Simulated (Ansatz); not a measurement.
# C2Br2F4: the cost of one run

Program: Ansatz 0.2.0, Gaussian basis. Level of theory: r2SCAN/def2-SVP with D3(BJ) with three-body dispersion. These are calculated values, not measurements.

**1. The geometry**

The geometry comes from an earlier relaxation with PBE0-D4 in a triple-zeta def2 set; it is a stationary point, not always the lowest conformer.

8 atoms, charge 0, spin multiplicity 1.

Atoms are counted from 1 here; the program's logs count them from 0.

Bond lengths: F1–C2 1.333 Å, C2–F3 1.328 Å, C2–Br4 1.928 Å, C2–C5 1.555 Å, C5–F6 1.328 Å, C5–F7 1.333 Å, C5–Br8 1.928 Å. Angles: F1–C2–F3 108.3°, F1–C2–Br4 109.3°, F1–C2–C5 107.5°, F3–C2–Br4 110.1°, F3–C2–C5 109.4°, Br4–C2–C5 112.2°, C2–C5–F6 109.4°, C2–C5–F7 107.5°, C2–C5–Br8 112.2°, F6–C5–F7 108.3°, F6–C5–Br8 110.1°, F7–C5–Br8 109.3°.

**2. Dynamics**

in.yaml reads:

```yaml
crystal:
  periodic: [false, false, false]
  atoms:
    - {symbol: F, position_ang: [1.210232, 0.692221, -1.132553]}
    - {symbol: C, position_ang: [0.299795, -0.179889, -0.701097]}
    - {symbol: F, position_ang: [0.867562, -1.378396, -0.639551]}
    - {symbol: Br, position_ang: [-1.184294, -0.211630, -1.930824]}
    - {symbol: C, position_ang: [-0.130809, 0.260759, 0.727093]}
    - {symbol: F, position_ang: [-0.692730, 1.462063, 0.666446]}
    - {symbol: F, position_ang: [0.972686, 0.352466, 1.468385]}
    - {symbol: Br, position_ang: [-1.342442, -0.997604, 1.542091]}
basis:
  gaussian: {orbitals: def2-SVP}
hamiltonian: {xc: {name: r2SCAN}, dispersion: d3bjatm}
md: {timestep: 1 fs, n_steps: 20, ensemble: nvt_langevin, temperature: 1500, initial_velocities: maxwell_boltzmann, friction: 0.01, seed: 877}
```

Run with:

```console
ansatz run in.yaml --threads 2 --pin off --events-out ev --progress --plain --max-ram 32768MiB --backend cpu
```

Q: Estimate wall time and peak memory on 2 threads of AMD EPYC 7R13, shared host.

About 1.9 min, with a peak of 0.29 GiB.
